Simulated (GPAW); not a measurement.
MnSi:

```
CELL_PARAMETERS angstrom
4.54800 0.00000 0.00000
0.00000 4.54800 0.00000
0.00000 0.00000 4.54800
ATOMIC_POSITIONS crystal
Mn 0.86200 0.63800 0.36200
Mn 0.63800 0.36200 0.86200
Mn 0.36200 0.86200 0.63800
Mn 0.13800 0.13800 0.13800
Si 0.15400 0.34600 0.65400
Si 0.34600 0.65400 0.15400
Si 0.65400 0.15400 0.34600
Si 0.84600 0.84600 0.84600
```

Base run:

```yaml
Program: GPAW 26.7.0
Functional: r2SCAN
Potentials_or_basis: GPAW PAW data sets (gpaw-data 1.2.1)
Cutoff: 600 eV
Basis: pw
k_mesh: 5 × 5 × 5
Occupations: fermi-dirac, width 0.05 eV
Spin: collinear spin, ferromagnetic start
Starting_moments: "[4.0, 4.0, 4.0, 4.0, 0.0, 0.0, 0.0, 0.0] μB"
```

Its results: pressure 2.7 GPa; net moment 8.09 μB per cell; site moments Mn +2.23; Si -0.13 μB; largest force 0.166 eV/Å.

Problem. The run is repeated on the same cell with these changes: functional from r2SCAN to PBE. What comes out?

Solution. Pressure -2.9 GPa; net moment 3.90 μB per cell; site moments Mn +1.02; Si -0.05 μB; largest force 0.209 eV/Å.

Caveats: the PAW data sets were made with another functional, which shifts forces and pressure a little (some runs); the moment fell far below its start of 4 μB, so a state of higher moment may lie lower in energy (some runs).

Not every run made on this cell is shown here.
